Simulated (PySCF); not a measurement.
**[Bi(SH)3]2+: other functionals and bases at one geometry**

An exercise on one series of results from a longer session: the logs are not shown, and one member is left open.

The runs use PySCF 2.14.0; several levels, as the steps say, no spin–orbit coupling.

4 further runs of the same task are left out: 2 for a known fault of the program, 1 that didn't finish, 1 set aside as unsound or not needed.

## The starting structure

7 atoms, charge 2, spin multiplicity 1.

Bond lengths: Bi1–S2 2.484 Å, Bi1–S4 2.495 Å, Bi1–S6 2.472 Å, S2–H3 1.372 Å, S4–H5 1.372 Å, S6–H7 1.372 Å. Angles: S2–Bi1–S4 131.1°, S2–Bi1–S6 109.9°, S4–Bi1–S6 119.0°, Bi1–S2–H3 95.7°, Bi1–S4–H5 95.6°, Bi1–S6–H7 94.7°.

Geometry (Å):

```xyz
7
charge 2, multiplicity 1
Bi    0.6277   -0.2054    0.1037
S    -0.3858    0.4635    2.2707
H    -1.6751    0.5192    1.8056
S    -0.3887   -0.5294   -2.1522
H    -1.6765   -0.2681   -1.7586
S     3.0749   -0.4423    0.3589
H     3.2954   -0.7645   -0.9568
```

Formal oxidation states: Bi +5. An earlier session relaxed this geometry at TPSS, Bi def2-SVP with ECP60, S def2-SVP, H def2-SVP (singlet, point group C1).

At TPSS on the finer grid: E = -1409.901481 Eh, HOMO -16.87 eV, LUMO -15.77 eV, Mulliken charge on Bi1 +0.95 e, largest force component 0.015 eV/Å. 

Levels to run: revPBE; B3LYP; TPSSh; BP86; TPSS, TZVP; TPSS, x2c-SVP. Hardware: 2 threads of Intel Xeon Platinum 8488C (Sapphire Rapids), shared host.

The first run:

Input file run.py (the lines that set the calculation):

```python
mol = gto.M(atom='''
Bi     0.62768    -0.20537     0.10365
S     -0.38584     0.46346     2.27068
H     -1.67507     0.51923     1.80563
S     -0.38870    -0.52939    -2.15224
H     -1.67653    -0.26809    -1.75859
S      3.07488    -0.44228     0.35888
H      3.29537    -0.76448    -0.95681''',
    basis={'Bi': 'def2-SVP', 'S': 'def2-SVP', 'H': 'def2-SVP'},
    ecp={'Bi': 'def2-SVP'},
    charge=2, spin=0)
mf = dft.RKS(mol, xc='PBE_R,PBE')
mf.grids.atom_grid = (75, 302)
mf = mf.density_fit()  # fitting sets: Bi def2-universal-JKFIT, S def2-universal-JKFIT, H def2-universal-JKFIT
mf.conv_tol = 1e-08; mf.max_cycle = 55
mf.kernel(dm0)  # dm0: the density of the relaxed state
```

Run with:

```bash
> OMP_NUM_THREADS=2 python run.py
```

Among the steps run: revPBE; B3LYP; TPSSh; BP86; TPSS, TZVP; TPSS, x2c-SVP.

One table of the session follows, with a row left open; its other results are not shown here.

| level | HOMO (eV) | gap (eV) | charge on Bi1 (e) | dipole (D) | largest force component (eV/Å) |
| --- | --- | --- | --- | --- | --- |
| TPSS (relaxed here) | -16.87 | 1.10 | 0.95 | 2.27 | 0.01 |
| revPBE | ? | ? | ? | ? | ? |
| B3LYP | -17.60 | 2.39 | 0.92 | 2.25 | 0.08 |
| TPSSh | -17.33 | 1.81 | 0.97 | 2.33 | 0.20 |
| BP86 | -16.83 | 0.95 | 0.88 | 2.23 | 0.21 |
| TPSS, TZVP | -16.73 | 1.17 | 0.99 | 1.87 | 0.38 |
| TPSS, x2c-SVP | -16.89 | 1.09 | 0.93 | 2.24 | 0.10 |

Estimate the missing values for revPBE.

As computed: HOMO (eV): -16.69; gap (eV): 0.98; charge on Bi1 (e): 0.92; dipole (D): 2.22; largest force component (eV/Å): 0.21. In the column «HOMO (eV)» it is the highest.

The dipole of a charged species depends on the origin, so these sizes hold for this origin alone.

In one basis the HOMO–LUMO gap runs from 0.95 eV (BP86) to 2.39 eV (B3LYP). The largest leftover force, 0.38 eV/Å with TPSS, TZVP, stands at a geometry relaxed at another level. Total energies of different levels can't be compared.
